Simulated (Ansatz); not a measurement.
# BeTeS3: the cost of one run

Computed with Ansatz 0.2.0 (DFT PBE, scalar-relativistic, plane waves, PAW, unless a step's input says otherwise).

### 1 The starting structure

Symmetry: Cmmm, No. 65, orthorhombic system. The conventional cell has a = 4.793 Å, b = 6.023 Å, c = 7.735 Å, α = 90.00°, β = 90.00°, γ = 90.00°. Be (site symmetry mmm) has 4 Te at 2.40 to 3.01 Å as nearest neighbours. Te (site symmetry mmm) has 4 Be at 2.40 to 3.01 Å as nearest neighbours. Around S (site symmetry m2m) lie 2 S at 1.90 to 2.06 Å. S (site symmetry mmm) is surrounded by 2 S at 2.06 Å.

Structure file:

```cif
data_structure
_symmetry_space_group_name_H-M 'Cmmm'
_symmetry_Int_Tables_number 65
_cell_length_a 4.7933
_cell_length_b 6.0229
_cell_length_c 7.7353
_cell_angle_alpha 90.000
_cell_angle_beta 90.000
_cell_angle_gamma 90.000
_cell_volume 223.32
loop_
_atom_site_label
_atom_site_type_symbol
_atom_site_symmetry_multiplicity
_atom_site_Wyckoff_symbol
_atom_site_fract_x
_atom_site_fract_y
_atom_site_fract_z
_atom_site_occupancy
Be1 Be 2 b 0.50000 0.00000 0.00000 1
Te1 Te 2 a 0.00000 0.00000 0.00000 1
S1 S 4 j 0.50000 0.15800 0.50000 1
S2 S 2 d 0.00000 0.00000 0.50000 1
```

The cell is invented: random cell by space group and Wyckoff sites (Cmmm, No. 65). Its size is a rough estimate.

### 2 The guess as it stands, on a coarse mesh

input.yaml reads:

```yaml
crystal:
  lattice:
    - [2.39664526, -3.0114498, 0.0]
    - [2.39664526, 3.0114498, 0.0]
    - [0.0, 0.0, 7.73533386]
  atoms:
    - { symbol: Be, position: [0.5, 0.5, 0.0] }
    - { symbol: Te, position: [0.0, 0.0, 0.0] }
    - { symbol: S, position: [0.34199552, 0.65800448, 0.5] }
    - { symbol: S, position: [0.65800448, 0.34199552, 0.5] }
    - { symbol: S, position: [0.0, 0.0, 0.5] }
basis:
  ecutwfc: 420
kpoints:
  mp_grid: { grid: [4, 4, 2] }
hamiltonian:
  xc: pbe
scf:
  occupations: { method: gaussian, width: 0.1 }
  lower_state_search: "off"
output:
  forces: true
  stress: true
  eigenvalues: true
```

On the command line:

```
$ ansatz run input.yaml --threads 1 --pin off --max-ram 2560MiB --backend cpu --events-out ev --progress --plain --runs-dir out
```

Q: Estimate wall time and peak memory on 1 thread of Arm Neoverse V1, shared host.

About 3.4 s, with a peak of 0.35 GiB.
